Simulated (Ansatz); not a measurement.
Write a Python script for Ansatz 0.2.0 through its Python package that makes a convergence test of the k-point mesh of LiZn3, space group Fm-3m. Use (first run): LDA, PAW, the default cutoff (420 eV here), 2×2×2 k-points, cold smearing of 0.05 eV. The script varies spacing (1/A): 1.0, 0.6, 0.4, 0.3.

Contents of `POSCAR`:
```text
LiZn3
1.0
   0.00000000    3.01111119    3.01111119
   3.01111119    0.00000000    3.01111119
   3.01111119    3.01111119    0.00000000
Li Zn
1 3
Direct
   0.00000000    0.00000000    0.00000000
   0.25000000    0.25000000    0.25000000
   0.75000000    0.75000000    0.75000000
   0.50000000    0.50000000    0.50000000
```

`kconv_lizn3.py`
```python
"""Convergence of LiZn3 with the k-point mesh."""

import warnings

import ansatz
from ase.io import read


def main() -> None:
    warnings.simplefilter("ignore", ansatz.DeckWarning)

    atoms = read("POSCAR", format="vasp")
    structure = ansatz.Crystal.from_ase(atoms)

    calc = (
        structure.calculation()
        .functional("lda")
        .pseudopotentials("paw")
        .occupations("cold", width=0.05)
    )

    rows = []
    for value in [1.0, 0.6, 0.4, 0.3]:
        report = calc.kpoints(spacing=value).run(threads=1).report
        rows.append((value, report["free_energy_ev"] / len(report["lattice"]["sites"]), report["n_iterations"], report["n_kpoints"]))

    print("spacing (1/A)   F/atom (eV)    iterations      k-points")
    for row in rows:
        print(f"{str(row[0]):>12s}  {row[1]:12.5f}  {row[2]:12d}  {row[3]:12d}")

    # the last row is the reference
    for row in rows[:-1]:
        shift = 1000 * (row[1] - rows[-1][1])
        print(f"{row[0]}: {shift:+.2f} meV/atom" + ("  (within 5 meV)" if abs(shift) < 5 else ""))


if __name__ == "__main__":
    main()
```

```console
$ python kconv_lizn3.py
spacing (1/A)   F/atom (eV)    iterations      k-points
         1.0   -2484.82276             9             3
         0.6   -2485.28389             7             8
         0.4   -2485.27874             7            10
         0.3   -2485.27278             8            20
1.0: +450.02 meV/atom
0.6: -11.11 meV/atom
0.4: -5.96 meV/atom
```

This cell is a computed structure, which may not be the phase found in nature. Shifts are counted from the finest mesh, which is itself no proven limit. Finished in 4.3 s on 1 thread of Arm Neoverse V1, with other jobs on the host, peak memory 0.43 GiB.

(Lines on the test bed's own set-up are left out of the output.)
